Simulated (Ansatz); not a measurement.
**CH5AlCl2S: one species, many methods**

The task here is to estimate one member of a computed series from the others.

Program: Ansatz 0.2.0, Gaussian basis. Level of theory: functionals in def2-TZVPP, the program's frozen cores in correlated methods. These are calculated values, not measurements.

Levels to be run: LDA (SPW92), PBE-D4, revPBE-D4, BLYP-D4, r2SCAN-D4, B97M-V, PBE0-D4, B3LYP-D4, r2SCANh-D4, r2SCAN0-D4, HSE06-D4, BHLYP-D4, CAM-B3LYP-D4, LC-ωPBE, ωB97X-V, ωB97M-V, B2PLYP, PBE-QIDH; CCSD(T)/def2-SVP; CCSD(T)/def2-TZVPP; MP2/def2-QZVPP; extrapolation to the limit; RPA on PBE.

## The geometry

An earlier PBE0-D4 in a triple-zeta def2 set relaxation fixed the geometry.

SMILES `[CH3][Al-]([SH2+])([Cl])[Cl]`, 10 atoms, charge 0, spin multiplicity 1.

Atoms are counted from 1 here; the program's logs count them from 0.

Bond lengths: C1–Al2 1.941 Å, C1–H6 1.094 Å, C1–H7 1.094 Å, C1–H8 1.094 Å, Al2–S3 2.514 Å, Al2–Cl4 2.121 Å, Al2–Cl5 2.122 Å, S3–H9 1.345 Å, S3–H10 1.345 Å. Angles: Al2–C1–H6 111.9°, Al2–C1–H7 112.0°, Al2–C1–H8 110.0°, H6–C1–H7 108.4°, H6–C1–H8 107.1°, H7–C1–H8 107.1°, C1–Al2–S3 104.8°, C1–Al2–Cl4 118.5°, C1–Al2–Cl5 118.6°, S3–Al2–Cl4 95.9°, S3–Al2–Cl5 95.4°, Cl4–Al2–Cl5 116.0°, Al2–S3–H9 98.0°, Al2–S3–H10 97.6°, H9–S3–H10 93.1°.

The first run:

File in.yaml:

```yaml
crystal:
  periodic: [false, false, false]
  atoms:
    - {symbol: C, position_ang: [-1.271563, 0.168988, 0.679157]}
    - {symbol: Al, position_ang: [-0.154446, 0.323167, -0.901000]}
    - {symbol: S, position_ang: [2.080026, -0.591361, -0.200029]}
    - {symbol: Cl, position_ang: [-0.458908, -1.043470, -2.494801]}
    - {symbol: Cl, position_ang: [0.576012, 2.239216, -1.447437]}
    - {symbol: H, position_ang: [-1.384839, -0.870715, 0.999059]}
    - {symbol: H, position_ang: [-0.876892, 0.748335, 1.518582]}
    - {symbol: H, position_ang: [-2.274952, 0.551404, 0.467883]}
    - {symbol: H, position_ang: [1.639075, -1.688206, 0.441888]}
    - {symbol: H, position_ang: [2.209587, 0.111444, 0.939599]}
basis:
  gaussian: {orbitals: def2-TZVPP}
hamiltonian: {xc: lda}
output: {orbitals: {seedname: orbitals}}
```

The run is started by

```console
$ ansatz run in.yaml --threads 4 --pin off --events-out ev --progress --plain --max-ram 10444MiB
```

Steps of the session up to this table: LDA; PBE-D4 (GGA); revPBE-D4 (GGA); BLYP-D4 (GGA); r2SCAN-D4 (meta-GGA); B97M-V (meta-GGA); PBE0-D4 (hybrid); B3LYP-D4 (hybrid); r2SCANh-D4 (hybrid); r2SCAN0-D4 (hybrid); HSE06-D4 (hybrid); BHLYP-D4 (hybrid); CAM-B3LYP-D4 (range-separated); LC-ωPBE (range-separated); ωB97X-V (range-separated); ωB97M-V (range-separated); B2PLYP (double hybrid); PBE-QIDH (double hybrid).

One table of the session follows, with a row left open; its other results are not shown here.

It belongs to the step «Frontier levels by functional». 

| functional | HOMO (eV) | gap (eV) |
| --- | --- | --- |
| LDA (SPW92) | -6.97 | 5.02 |
| PBE-D4 | -6.83 | 4.98 |
| revPBE-D4 | -6.77 | 4.97 |
| BLYP-D4 | -6.69 | 4.93 |
| r2SCAN-D4 | -7.13 | 5.54 |
| B97M-V | -7.20 | 5.55 |
| PBE0-D4 | ? | ? |
| B3LYP-D4 | -7.89 | 6.77 |
| r2SCANh-D4 | -7.61 | 6.39 |
| r2SCAN0-D4 | -8.33 | 7.65 |
| HSE06-D4 | -7.73 | 6.50 |
| BHLYP-D4 | -9.33 | 9.51 |
| CAM-B3LYP-D4 | -9.49 | 9.77 |
| LC-ωPBE | -10.88 | 12.40 |
| ωB97X-V | -10.50 | 11.87 |
| ωB97M-V | -10.33 | 11.52 |

Q: Estimate the row for PBE0-D4 from the others.

**Answer.** HOMO (eV): -8.13; gap (eV): 7.28. In the column «HOMO (eV)» it lies between r2SCAN0-D4 (-8.33) and B3LYP-D4 (-7.89).
